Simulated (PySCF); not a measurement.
**C7H9Cl: a tour of settings**

Aim: see how C7H9Cl (`C=C[C@@H]1C[C@]12C[C@H]2Cl`) answers to the choice of functional, basis, grid and SCF options.

The runs use PySCF 2.14.0, with density-fitted response routines of our own; the level of theory stands in each step. All values are computed, except where a source is named. Atoms are numbered from 0 throughout.

### Step 1. The molecule as given

17 atoms, charge 0, multiplicity 1; geometry from: GFN2-xTB.

Bonds of the start (Å): C0–C1 1.32, C1–C2 1.47, C2–C3 1.52, C3–C4 1.47, C4–C5 1.48, C5–C6 1.51, C6–Cl7 1.76, C4–C2 1.49, C6–C4 1.47, C0–H8 1.08, C0–H9 1.08, C1–H10 1.08, C2–H11 1.08, C3–H12 1.08, C3–H13 1.08, C5–H14 1.08, C5–H15 1.08, C6–H16 1.08.

### Step 2. NMR shieldings: PBE0/pcSseg-1

What the job is given:

```
{"job": {"kind": "nmr", "xc": "PBE0", "basis": "pcSseg-1"}, "charge": 0, "multiplicity": 1}
C      2.597912    -0.770868    -1.013370
C      1.645483    -0.507119    -0.134637
C      0.601420     0.509542    -0.331456
C      0.074947     1.283891     0.868472
C     -0.764158     0.262465     0.214965
C     -1.590489    -0.897330     0.625338
C     -2.132319     0.151303    -0.318428
Cl    -3.374752     1.254186     0.270283
H      2.667321    -0.238018    -1.947399
H      3.346272    -1.523418    -0.835501
H      1.589665    -1.052356     0.798323
H      0.665653     1.046162    -1.270935
H      0.494284     1.056286     1.837796
H     -0.177318     2.324934     0.732187
H     -1.372239    -1.874751     0.218178
H     -1.978326    -0.914575     1.633690
H     -2.300353    -0.098304    -1.357414
```

Method: GIAO PBE0/pcSseg-1 NMR shielding, non-relativistic, gas phase.

The run is started by

```sh
OMP_NUM_THREADS=1 python probes_run.py task.json out
```

One launch serves the whole session: the jobs run in the order shown.

Standard output:

```text
coarse grid: 14808 points
cycle   1  E = -731.6493765788  dE =  1.323e+00  |g| = 3.743e-01  |ddm| = 3.798e+00
cycle   2  E = -731.6524585555  dE = -3.082e-03  |g| = 3.833e-01  |ddm| = 7.215e-01
cycle   3  E = -731.6889805267  dE = -3.652e-02  |g| = 5.341e-02  |ddm| = 3.939e-01
cycle   4  E = -731.6895111101  dE = -5.306e-04  |g| = 2.733e-02  |ddm| = 8.574e-02
cycle   5  E = -731.6896856550  dE = -1.745e-04  |g| = 5.431e-03  |ddm| = 3.106e-02
cycle   6  E = -731.6896926357  dE = -6.981e-06  |g| = 1.812e-03  |ddm| = 8.563e-03
final grid: 138552 points
cycle   7  E = -731.7371195138  dE = -4.559e-05  |g| = 8.662e-03  |ddm| = 3.903e-02
cycle   8  E = -731.7371127323  dE =  6.782e-06  |g| = 1.006e-02  |ddm| = 1.866e-02
cycle   9  E = -731.7371388443  dE = -2.611e-05  |g| = 1.374e-03  |ddm| = 1.130e-02
cycle  10  E = -731.7371392534  dE = -4.091e-07  |g| = 2.852e-04  |ddm| = 1.687e-03
cycle  11  E = -731.7371392717  dE = -1.829e-08  |g| = 8.132e-05  |ddm| = 3.251e-04
cycle  12  E = -731.7371392731  dE = -1.353e-09  |g| = 3.421e-05  |ddm| = 1.041e-04
cycle  13  E = -731.7371392734  dE = -2.810e-10  |g| = 8.622e-06  |ddm| = 3.759e-05
converged SCF energy = -731.7371392734

GIAO shielding tensors (ppm)
atom      isotropic    diamagn.    paramagn.     s11        s22        s33       span
  0 C       66.487     253.118    -186.632    -48.397     86.380    161.476    209.873
  1 C       38.445     253.507    -215.063    -82.302     52.472    145.163    227.466
  2 C      156.230     248.396     -92.166    124.034    145.854    198.801     74.767
  3 C      169.708     251.476     -81.767    142.649    169.933    196.543     53.895
  4 C      160.519     251.726     -91.207     97.336    181.290    202.932    105.596
  5 C      168.936     250.046     -81.110    137.224    166.692    202.892     65.668
  6 C      144.782     250.464    -105.682    103.324    128.202    202.821     99.497
  7 Cl     828.743    1145.556    -316.813    631.663    758.911   1095.655    463.992
  8 H       26.216      30.986      -4.770     22.275     25.334     31.039      8.764
  9 H       26.402      28.646      -2.243     22.902     25.296     31.009      8.107
 10 H       26.160      31.982      -5.822     22.943     24.198     31.338      8.395
 11 H       29.797      32.854      -3.057     23.364     29.302     36.727     13.363
 12 H       30.882      31.498      -0.616     25.391     27.858     39.397     14.006
 13 H       30.195      30.974      -0.779     25.273     27.011     38.303     13.030
 14 H       30.381      30.982      -0.601     25.154     26.843     39.147     13.993
 15 H       30.721      30.086       0.635     25.307     28.227     38.629     13.322
 16 H       28.430      30.476      -2.046     20.435     28.208     36.647     16.211
```

Wall time 28 s (1 thread of Arm Neoverse V1, shared host); peak memory 0.81 GiB.

Shifts follow as δ = σ(reference) − σ, with reference shieldings (ppm) from runs at the same level and on the same kind of geometry: ¹H TMS 31.72, ¹³C TMS 186.9, ³⁵Cl HCl 950. The references are single molecules in the gas phase.

```tsv
atoms	environment	σ (ppm)	δ (ppm)	δ scaled to CDCl3
C1	alkene CH	38.4	148.5	143.0
C0	terminal =CH2 carbon	66.5	120.4	115.6
C6	three-membered-ring carbon bearing a halogen	144.8	42.1	39.2
C2	three-membered-ring carbon	156.2	30.7	28.0
C4	three-membered-ring carbon	160.5	26.4	23.9
C5	three-membered-ring carbon	168.9	18.0	15.6
C3	three-membered-ring carbon	169.7	17.2	14.9
H10	hydrogen on an alkene CH	26.16	5.56	5.34
H8	hydrogen on a terminal =CH2 carbon	26.22	5.50	5.29
H9	hydrogen on a terminal =CH2 carbon	26.40	5.31	5.12
H16	hydrogen on a three-membered-ring carbon bearing a halogen	28.43	3.29	3.20
H11	hydrogen on a three-membered-ring carbon	29.80	1.92	1.92
H13	hydrogen on a three-membered-ring carbon	30.20	1.52	1.54
H14	hydrogen on a three-membered-ring carbon	30.38	1.34	1.36
H15	hydrogen on a three-membered-ring carbon	30.72	1.00	1.04
H12	hydrogen on a three-membered-ring carbon	30.88	0.83	0.89
Cl7	chlorine bonded to C	829	121	–
```

The scaled column applies a straight-line fit of computed shieldings to shifts measured in CDCl3, with any fitted terms for Cl, Br or S neighbours (root-mean-square error 0.16 ppm for H, 1.9 ppm for C).

The run also stored atomic charges by several schemes (e):

```tsv
atoms	Mulliken	IAO	Hirshfeld	ESP fit
C0	-0.14	-0.33	-0.11	-0.49
C1	-0.12	-0.13	-0.04	-0.12
C2	-0.22	-0.13	-0.03	0.01
C3	-0.07	-0.28	-0.08	-0.38
C4	-0.21	-0.01	-0.01	0.16
C5	-0.09	-0.29	-0.09	-0.28
C6	-0.19	-0.13	-0.01	-0.18
Cl7	-0.11	-0.09	-0.07	-0.13
```

Mayer bond orders: C0–C1 1.96, C1–C2 1.02, C2–C3 0.93, C3–C4 0.92, C4–C5 0.92, C5–C6 0.93, C6–Cl7 1.02, C4–C2 0.88, C6–C4 0.89.

Ring of atoms C2, C3, C4: NICS(0) -39.2, NICS(1) -6.6, NICS(1)zz -19.1 ppm (means of both faces).

In rings of three or four atoms NICS is ruled by the nearby σ bonds, so it says little on aromaticity.

Ring of atoms C4, C5, C6: NICS(0) -38.2, NICS(1) -6.9, NICS(1)zz -17.6 ppm (means of both faces).

In rings of three or four atoms NICS is ruled by the nearby σ bonds, so it says little on aromaticity.

### Step 3. TDDFT and polarisability: PBE0/def2-SVPD

Same as in step 2 but for these lines:

```diff
@@ -1,2 +1,2 @@
-{"job": {"kind": "nmr", "xc": "PBE0", "basis": "pcSseg-1"}, "charge": 0, "multiplicity": 1}
+{"job": {"kind": "uv", "xc": "PBE0", "basis": "def2-SVPD", "nstates": 6, "ntriplets": 2}, "charge": 0, "multiplicity": 1}
 C      2.597912    -0.770868    -1.013370
```

Method: TDDFT PBE0/def2-SVPD, vertical, gas phase, core orbitals frozen in the response.

Standard output:

```text
coarse grid: 14808 points
cycle   1  E = -731.3519994488  dE =  1.245e+00  |g| = 3.553e-01  |ddm| = 9.806e+00
cycle   2  E = -731.3543555153  dE = -2.356e-03  |g| = 3.648e-01  |ddm| = 2.226e+00
cycle   3  E = -731.3889715210  dE = -3.462e-02  |g| = 5.104e-02  |ddm| = 1.056e+00
cycle   4  E = -731.3894624104  dE = -4.909e-04  |g| = 2.710e-02  |ddm| = 2.284e-01
cycle   5  E = -731.3896419316  dE = -1.795e-04  |g| = 5.485e-03  |ddm| = 9.624e-02
cycle   6  E = -731.3896496065  dE = -7.675e-06  |g| = 1.437e-03  |ddm| = 1.823e-02
final grid: 138552 points
cycle   7  E = -731.4763104108  dE = -4.411e-05  |g| = 7.797e-03  |ddm| = 2.534e-01
cycle   8  E = -731.4763048557  dE =  5.555e-06  |g| = 9.121e-03  |ddm| = 3.937e-02
cycle   9  E = -731.4763270472  dE = -2.219e-05  |g| = 1.203e-03  |ddm| = 2.328e-02
cycle  10  E = -731.4763274102  dE = -3.630e-07  |g| = 1.904e-04  |ddm| = 3.822e-03
cycle  11  E = -731.4763274179  dE = -7.778e-09  |g| = 8.066e-05  |ddm| = 8.022e-04
cycle  12  E = -731.4763274195  dE = -1.556e-09  |g| = 2.812e-05  |ddm| = 2.410e-04
cycle  13  E = -731.4763274197  dE = -1.985e-10  |g| = 7.582e-06  |ddm| = 8.539e-05
converged SCF energy = -731.4763274197

Static polarisability (au): isotropic 96.427, principal 78.287 81.725 129.268

Singlet excitations
state   eV       nm        f      main configurations
  1   6.3507    195.2   0.26272   H->L 0.75, H->L+1 0.10, H-1->L 0.08
  2   6.8692    180.5   0.09163   H->L+2 0.52, H->L+1 0.21
  3   6.9165    179.3   0.12718   H->L+2 0.41, H->L+1 0.31, H->L 0.09
  4   6.9856    177.5   0.00722   H-2->L 0.32, H-1->L 0.29, H->L+1 0.16
  5   7.0191    176.6   0.02050   H->L+3 0.80
  6   7.1901    172.4   0.11620   H-2->L 0.37, H-1->L 0.32, H->L+1 0.10

Triplet excitations (Tamm-Dancoff, eV): 4.2562 6.0260
```

Run time: 52 s. Hardware: 1 thread of Arm Neoverse V1, shared host; peak memory 0.98 GiB.

Frontier orbitals and where they lie:

```tsv
orbital	eV	atoms
HOMO−3	-8.76	C4 25 %, C3 25 %, C2 12 %
HOMO−2	-8.26	Cl7 47 %, C5 15 %, C4 11 %
HOMO−1	-8.07	Cl7 46 %, C6 15 %, C4 10 %
HOMO	-7.11	C0 27 %, C1 20 %, C2 12 %
LUMO	-0.03	C0 28 %, C1 26 %, Cl7 10 %
LUMO+1	0.74	Cl7 46 %, C6 16 %, C3 6 %
LUMO+2	0.86	C0 12 %, Cl7 11 %, H16 10 %
```

With each of the 6 states as a Gaussian band of 0.4 eV half-width at 1/e, the curve within the window shown has maxima at 180 nm (ε 14,000) L/(mol cm). Beyond the last state computed it falls off for lack of states. The curve at chosen wavelengths:

(nm, ε (L/mol/cm)): (166, 3943), (168, 5835), (170, 7949), (172, 10049), (174, 11879), (176, 13233), (178, 14014), (180, 14261), (182, 14127), (184, 13814), (186, 13501), (188, 13279), (190, 13132), (192, 12961), (194, 12636), (196, 12049), (198, 11157), (200, 9984), (202, 8614), (204, 7160), (206, 5737), (208, 4434), (210, 3311), (212, 2392), (214, 1675), (216, 1139)

Ground-state properties from the same run:

```tsv
property	computed
dipole moment (D)	1.72
polarisability (Å³)	14.29
HOMO–LUMO gap (eV)	7.08
−ε(HOMO) (eV)	7.11
```

### Step 4. Ultraviolet spectrum: BLYP/def2-SVPD

Same as in step 3 but for these lines:

```diff
@@ -1,2 +1,2 @@
-{"job": {"kind": "uv", "xc": "PBE0", "basis": "def2-SVPD", "nstates": 6, "ntriplets": 2}, "charge": 0, "multiplicity": 1}
+{"job": {"kind": "uv", "xc": "BLYP", "basis": "def2-SVPD", "nstates": 12, "ntriplets": 2, "tda": false, "grid": 0, "scf": {"max_cycle": 82}}, "charge": 0, "multiplicity": 1}
 C      2.597912    -0.770868    -1.013370
```

Level: TDDFT BLYP/def2-SVPD, vertical, gas phase, core orbitals frozen in the response.

Standard output:

```text
final grid: 14808 points
cycle   1  E = -731.5807648322  dE =  9.384e-01  |g| = 5.400e-01  |ddm| = 1.271e+01
cycle   2  E = -731.4909796148  dE =  8.979e-02  |g| = 7.827e-01  |ddm| = 3.964e+00
cycle   3  E = -731.6655960805  dE = -1.746e-01  |g| = 9.316e-02  |ddm| = 2.332e+00
cycle   4  E = -731.6672162244  dE = -1.620e-03  |g| = 5.525e-02  |ddm| = 4.288e-01
cycle   5  E = -731.6678751241  dE = -6.589e-04  |g| = 2.309e-02  |ddm| = 1.420e-01
cycle   6  E = -731.6680194558  dE = -1.443e-04  |g| = 5.566e-03  |ddm| = 5.333e-02
cycle   7  E = -731.6680269384  dE = -7.483e-06  |g| = 1.571e-03  |ddm| = 1.798e-02
cycle   8  E = -731.6680275616  dE = -6.233e-07  |g| = 3.291e-04  |ddm| = 5.190e-03
cycle   9  E = -731.6680275884  dE = -2.674e-08  |g| = 9.987e-05  |ddm| = 1.297e-03
cycle  10  E = -731.6680275906  dE = -2.209e-09  |g| = 4.429e-05  |ddm| = 3.692e-04
cycle  11  E = -731.6680275909  dE = -3.520e-10  |g| = 2.302e-05  |ddm| = 1.647e-04
converged SCF energy = -731.6680275909

Static polarisability (au): isotropic 100.681, principal 81.277 85.016 135.752

Singlet excitations
state   eV       nm        f      main configurations
  1   5.4499    227.5   0.13950   H->L 0.67, H-1->L 0.17, H->L+1 0.11
  2   5.7212    216.7   0.00140   H->L+1 0.62, H-1->L 0.38
  3   5.9270    209.2   0.00126   H-2->L 0.83, H-1->L 0.10
  4   6.0280    205.7   0.01577   H->L+2 0.99
  5   6.1920    200.2   0.02466   H->L+3 0.98
  6   6.3828    194.2   0.20526   H-1->L 0.21, H-3->L 0.16, H->L 0.13
  7   6.5350    189.7   0.00311   H->L+4 0.98
  8   6.5630    188.9   0.00796   H-3->L 0.63, H-1->L+1 0.26
  9   6.6166    187.4   0.00082   H->L+5 0.55, H-1->L+1 0.39
 10   6.7442    183.8   0.05118   H-2->L+1 0.34, H->L+5 0.16, H-1->L+1 0.15
 11   6.8013    182.3   0.03016   H-2->L+1 0.49, H-4->L 0.11, H->L+6 0.10
 12   6.8103    182.1   0.01071   H-1->L+2 0.89

Triplet excitations (Tamm-Dancoff, eV): 4.3032 5.4118
```

Run time: 44 s. Hardware: 1 thread of Arm Neoverse V1, shared host; peak memory 0.76 GiB.

It converged, yet the result is unsound: grid level 0 is too coarse. Its HOMO lies at -5.83 eV, against -7.11 eV in step 3 (PBE0/def2-SVPD), a different level, so the two don't compare directly.

### Step 5. NMR shieldings: revPBE/pcSseg-1

Same as in step 4 but for these lines:

```diff
@@ -1,2 +1,2 @@
-{"job": {"kind": "uv", "xc": "BLYP", "basis": "def2-SVPD", "nstates": 12, "ntriplets": 2, "tda": false, "grid": 0, "scf": {"max_cycle": 82}}, "charge": 0, "multiplicity": 1}
+{"job": {"kind": "nmr", "xc": "revPBE", "basis": "pcSseg-1", "pop": true}, "charge": 0, "multiplicity": 1}
 C      2.597912    -0.770868    -1.013370
```

Level: GIAO revPBE/pcSseg-1 NMR shielding, non-relativistic, gas phase.

Standard output:

```text
coarse grid: 14808 points
cycle   1  E = -731.9271931255  dE =  1.006e+00  |g| = 5.172e-01  |ddm| = 3.868e+00
cycle   2  E = -731.8672437500  dE =  5.995e-02  |g| = 7.054e-01  |ddm| = 1.234e+00
cycle   3  E = -732.0027106922  dE = -1.355e-01  |g| = 8.482e-02  |ddm| = 8.207e-01
cycle   4  E = -732.0042350014  dE = -1.524e-03  |g| = 3.884e-02  |ddm| = 1.588e-01
cycle   5  E = -732.0045047618  dE = -2.698e-04  |g| = 1.925e-02  |ddm| = 4.778e-02
cycle   6  E = -732.0046009737  dE = -9.621e-05  |g| = 4.535e-03  |ddm| = 2.026e-02
cycle   7  E = -732.0046056988  dE = -4.725e-06  |g| = 1.569e-03  |ddm| = 5.355e-03
final grid: 138552 points
cycle   8  E = -732.0589232390  dE = -7.021e-05  |g| = 1.389e-02  |ddm| = 5.854e-02
cycle   9  E = -732.0588481543  dE =  7.508e-05  |g| = 2.130e-02  |ddm| = 3.585e-02
cycle  10  E = -732.0589663889  dE = -1.182e-04  |g| = 5.167e-03  |ddm| = 2.644e-02
cycle  11  E = -732.0589730358  dE = -6.647e-06  |g| = 1.238e-03  |ddm| = 5.761e-03
cycle  12  E = -732.0589733933  dE = -3.575e-07  |g| = 3.799e-04  |ddm| = 1.344e-03
cycle  13  E = -732.0589734288  dE = -3.549e-08  |g| = 8.524e-05  |ddm| = 4.607e-04
cycle  14  E = -732.0589734306  dE = -1.785e-09  |g| = 2.013e-05  |ddm| = 1.319e-04
cycle  15  E = -732.0589734307  dE = -9.959e-11  |g| = 6.398e-06  |ddm| = 3.130e-05
converged SCF energy = -732.0589734307

GIAO shielding tensors (ppm)
atom      isotropic    diamagn.    paramagn.     s11        s22        s33       span
  0 C       66.836     252.053    -185.217    -40.399     84.292    156.614    197.013
  1 C       37.926     252.435    -214.509    -75.676     49.828    139.626    215.301
  2 C      149.187     247.950     -98.763    116.943    139.501    191.118     74.175
  3 C      163.486     250.970     -87.484    137.107    164.255    189.095     51.988
  4 C      154.475     252.595     -98.120     91.878    175.097    196.450    104.572
  5 C      163.395     249.871     -86.476    132.495    161.136    196.554     64.059
  6 C      137.713     250.324    -112.611     95.853    121.671    195.616     99.763
  7 Cl     800.802    1145.501    -344.699    594.340    720.943   1087.122    492.782
  8 H       26.358      31.329      -4.971     22.529     25.682     30.864      8.334
  9 H       26.529      28.768      -2.240     23.114     25.611     30.862      7.748
 10 H       26.230      32.419      -6.189     22.845     24.558     31.285      8.439
 11 H       29.819      33.219      -3.400     23.719     29.565     36.173     12.455
 12 H       30.913      31.606      -0.693     25.636     28.268     38.835     13.198
 13 H       30.198      30.966      -0.768     25.610     27.299     37.685     12.075
 14 H       30.392      31.303      -0.911     25.459     27.125     38.593     13.134
 15 H       30.816      30.222       0.595     25.615     28.688     38.146     12.531
 16 H       28.396      30.777      -2.381     20.518     28.446     36.222     15.704
```

It took 43 s on 1 thread of Arm Neoverse V1, shared host; peak memory 0.76 GiB.

In short: δ C1 144.8, C0 115.9, C6 45.0, C2 33.5, H10 5.54, H8 5.41 ppm.

### Step 6. NMR shieldings: BP86/def2-SVP

Same as in step 5 but for these lines:

```diff
@@ -1,2 +1,2 @@
-{"job": {"kind": "nmr", "xc": "revPBE", "basis": "pcSseg-1", "pop": true}, "charge": 0, "multiplicity": 1}
+{"job": {"kind": "nmr", "xc": "BP86", "basis": "def2-SVP", "pop": true}, "charge": 0, "multiplicity": 1}
 C      2.597912    -0.770868    -1.013370
```

With the program's defaults for keys left out, this is: GIAO BP86/def2-SVP NMR shielding, non-relativistic, gas phase.

Standard output:

```text
coarse grid: 14808 points
cycle   1  E = -731.7731993569  dE =  9.486e-01  |g| = 4.928e-01  |ddm| = 4.587e+00
cycle   2  E = -731.7254338996  dE =  4.777e-02  |g| = 6.534e-01  |ddm| = 1.420e+00
cycle   3  E = -731.8443408152  dE = -1.189e-01  |g| = 8.059e-02  |ddm| = 8.976e-01
cycle   4  E = -731.8457548676  dE = -1.414e-03  |g| = 3.507e-02  |ddm| = 1.831e-01
cycle   5  E = -731.8459805523  dE = -2.257e-04  |g| = 1.753e-02  |ddm| = 5.378e-02
cycle   6  E = -731.8460599876  dE = -7.944e-05  |g| = 5.340e-03  |ddm| = 2.455e-02
cycle   7  E = -731.8460673250  dE = -7.337e-06  |g| = 1.284e-03  |ddm| = 7.346e-03
final grid: 138552 points
cycle   8  E = -731.9611991948  dE = -5.216e-05  |g| = 5.761e-03  |ddm| = 4.536e-02
cycle   9  E = -731.9611820434  dE =  1.715e-05  |g| = 9.535e-03  |ddm| = 1.834e-02
cycle  10  E = -731.9612066044  dE = -2.456e-05  |g| = 2.451e-03  |ddm| = 1.382e-02
cycle  11  E = -731.9612083812  dE = -1.777e-06  |g| = 3.450e-04  |ddm| = 2.984e-03
cycle  12  E = -731.9612083894  dE = -8.239e-09  |g| = 1.441e-04  |ddm| = 7.015e-04
cycle  13  E = -731.9612083943  dE = -4.883e-09  |g| = 4.492e-05  |ddm| = 2.343e-04
cycle  14  E = -731.9612083948  dE = -5.271e-10  |g| = 8.046e-06  |ddm| = 7.665e-05
converged SCF energy = -731.9612083948

GIAO shielding tensors (ppm)
atom      isotropic    diamagn.    paramagn.     s11        s22        s33       span
  0 C       82.579     252.028    -169.449    -15.062     93.911    168.887    183.948
  1 C       55.997     250.129    -194.132    -47.961     63.686    152.267    200.228
  2 C      160.444     249.273     -88.829    129.853    152.848    198.632     68.780
  3 C      174.294     254.665     -80.371    148.020    176.819    198.043     50.023
  4 C      164.610     252.242     -87.632    103.987    184.620    205.223    101.236
  5 C      175.167     253.750     -78.583    144.666    175.001    205.835     61.169
  6 C      150.036     253.412    -103.376    108.536    136.064    205.509     96.974
  7 Cl     846.519    1143.790    -297.271    662.971    782.181   1094.406    431.436
  8 H       26.536      32.749      -6.213     22.751     25.841     31.015      8.265
  9 H       26.799      29.351      -2.552     23.574     25.965     30.858      7.284
 10 H       26.323      33.357      -7.034     22.773     24.746     31.450      8.677
 11 H       29.868      33.769      -3.901     23.787     29.567     36.250     12.463
 12 H       30.957      32.593      -1.636     25.685     28.381     38.805     13.120
 13 H       30.334      30.767      -0.434     25.655     27.601     37.744     12.090
 14 H       30.560      32.619      -2.059     25.554     27.433     38.694     13.140
 15 H       30.897      30.467       0.430     25.673     28.833     38.186     12.514
 16 H       28.523      31.590      -3.067     20.717     28.523     36.329     15.613
```

It took 31 s on 1 thread of Arm Neoverse V1, shared host; peak memory 0.67 GiB.

In short: δ C1 136.0, C0 109.4, C6 41.9, C2 31.5, H10 5.42, H8 5.21 ppm.

### Step 7. Comparing the runs: NMR shifts

Shifts (ppm) of some atoms, chosen among heavy atoms and hydrogens apart, with basis size and wall time:

```tsv
run	C1	C0	C6	C2	C5	H8	H9	functions	time
PBE0/pcSseg-1	148.5	120.4	42.1	30.7	18.0	5.50	5.31	188	28 s
revPBE/pcSseg-1	144.8	115.9	45.0	33.5	19.3	5.41	5.24	188	43 s
BP86/def2-SVP	136.0	109.4	41.9	31.5	16.8	5.21	4.95	161	31 s
```

### Step 8. Outcome

| quantity | value |
| --- | --- |
| ¹³C shifts against TMS (PBE0/pcSseg-1) | 148.5, 120.4, 42.1, 30.7, 26.4, 18.0, 17.2 ppm |
| ¹H shifts against TMS (PBE0/pcSseg-1) | 5.56, 5.50, 5.31, 3.29, 1.92, 1.52, 1.34, 1.00, 0.83 ppm |
| ³⁵Cl shifts against HCl (PBE0/pcSseg-1) | 121 ppm |
| lowest singlet (PBE0/def2-SVPD) | 6.35 eV (195 nm), f = 0.263 |
| lowest triplet | 4.26 eV |
| range of the shift of C1 | 136.0 to 148.5 ppm |
| property runs in this session | 5, of which 0 failed and 1 gave unsound results |

In words: Single values in the summary come from the first run of each kind that ended normally (PBE0/pcSseg-1; PBE0/def2-SVPD), which need not be the best level. C1 (alkene CH) lies farthest downfield among carbon, at 148.5 ppm; the olefinic region. The most deshielded hydrogen is H10 (hydrogen on an alkene CH), at 5.56 ppm: a vinylic proton, deshielded by the sp2 carbon and the C=C anisotropy. At PBE0/pcSseg-1: The largest span, 464 ppm, is at Cl7, where the paramagnetic term is -317 ppm. The first singlet state (HOMO→LUMO 0.75, HOMO→LUMO+1 0.10) lies at 6.35 eV and is bright. The lowest triplet lies 2.09 eV below the lowest singlet (triplets in Tamm-Dancoff, singlets in full TDDFT). Among the atoms with a shift in every run: Across the 3 runs the shift of C1 moves most, between 136.0 (BP86/def2-SVP) and 148.5 ppm (PBE0/pcSseg-1).
